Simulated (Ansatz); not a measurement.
# AlGa2: the cost of one run

Program: Ansatz 0.2.0, Gaussian basis. Level of theory: cc-pVTZ, core rule «outside noble gas», up to 33 orbitals frozen. These are calculated values, not measurements.

To be run: UHF; CCSD(T) on ROHF; CCSD(T) on UHF; BCCD(T) on ROHF; CCSDT(Q) on ROHF; CCSDT(Q) on UHF; CASSCF and NEVPT2, 9 electrons in 12 orbitals.

5 further runs of the same task are left out: 5 set aside as unsound or not needed.

## Step 1: The system

The geometry is a PBE0/def2-TZVP stationary point (not a proven minimum) of the parent state, kept for this charge and spin. No spin-orbit coupling is included. The filled d shell of Ga may be among the frozen orbitals whatever the setting's name suggests; the logs give the count.

3 atoms, charge 0, spin multiplicity 2.

Atoms are counted from 1 here; the program's logs count them from 0.

Bond lengths: Al1–Ga2 2.562 Å, Ga2–Ga3 2.562 Å. Angles: Al1–Ga2–Ga3 71.7°.

## Step 2: UHF

in.yaml reads:

```yaml
crystal:
  periodic: [false, false, false]
  atoms:
    - {symbol: Al, position_ang: [0.000000, 1.851914, 0.941240]}
    - {symbol: Ga, position_ang: [0.000000, -0.707474, 1.050515]}
    - {symbol: Ga, position_ang: [0.000000, -0.009183, -1.414758]}
basis:
  gaussian: {orbitals: cc-pVTZ}
magnetization: {spin_polarized: true, initial_magnetization: 1}
hamiltonian: {xc: hf}
output: {orbitals: {seedname: orbitals}}
```

The run is started by

```
> ansatz run in.yaml --threads 1 --pin off --events-out ev --progress --plain --max-ram 4096MiB --backend cpu
```

What time and memory should one allow on 1 thread of AMD EPYC 7R13, shared host?

About 78 s, with a peak of 0.43 GiB.
